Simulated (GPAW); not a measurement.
**TaTe in GPAW: convergence with smearing width (eV)**

Input of the first run (smearing width (eV) 0.5); the others differ in this setting and in those tied to it:

run.py

```python
from ase import Atoms
from ase.dft.bandgap import bandgap
from ase.io import write
from ase.units import GPa
from gpaw import GPAW, PW

atoms = Atoms(['Ta', 'Te'],
              cell=[[3.42009, 0.0, 0.0],
                    [0.0, 3.42009, 0.0],
                    [0.0, 0.0, 3.42009]],
              scaled_positions=[[0.5, 0.5, 0.5],
                                [0.0, 0.0, 0.0]],
              pbc=True)

calc = GPAW(mode=PW(600),
            xc='PBE',
            kpts={'size': (8, 8, 8), 'gamma': True},
            occupations={'name': 'methfessel-paxton', 'order': 0, 'width': 0.5},
            nbands=20,
            convergence={'density': 1e-05, 'energy': 1e-05},
            maxiter=100,
            txt='gpaw.txt')
atoms.calc = calc
energy = atoms.get_potential_energy()
forces = atoms.get_forces()
stress = atoms.get_stress()
calc.write('gs.gpw')
write('result.traj', atoms)
print(f'Energy: {energy:.6f} eV')
print('Forces (eV/A):')
print(forces.round(4))
print('Stress (GPa):', (stress / GPa).round(3))
print('Fermi level:', round(calc.get_fermi_level(), 4), 'eV')
print(f'Gap: {bandgap(calc)[0]:.4f} eV, direct: {bandgap(calc, direct=True)[0]:.4f} eV')
```

Potentials or basis: GPAW PAW data sets (gpaw-data 1.2.1), pw.

Run with:

```console
$ OMP_NUM_THREADS=1 python run.py
```

The cell was built by a generator and needn't be a form met in nature.

Hardware: 1 thread of Arm Neoverse V1, on a shared host.

Problem. The values tried are 0.5, 0.3, 0.2, 0.15, 0.1, 0.05, 0.025, 0.01, loosest first. From which on does the pressure stay within 0.1 GPa of the tightest run that finished?

Solution. From 0.05 on.

```
smearing width (eV)  energy less the tightest run, at zero smearing (meV/atom)  pressure (GPa)  SCF cycles  CPU time (s)  peak memory (GiB)
                0.5                                                     -15.99            0.08           9            14               0.15
                0.3                                                      -7.83           -0.30           9            14               0.15
                0.2                                                      -4.71           -0.45           9            14               0.15
               0.15                                                      -2.89           -0.50           9            14               0.15
                0.1                                                      -1.37           -0.54           9            14               0.15
               0.05                                                      -0.45           -0.61           9            14               0.15
              0.025                                                      -0.10           -0.66           9            14               0.15
               0.01                                                       0.00           -0.68           9            14               0.15
```

Against the tightest run, the energy stays within 1 meV/atom from 0.05 on. Narrower smearing needs a denser k mesh, so at a fixed mesh the narrowest width isn't the most accurate. The tightest run that finished is the yardstick and may itself not be fully converged.

The run has no spin-orbit coupling, so splittings on Ta, Te are missing.
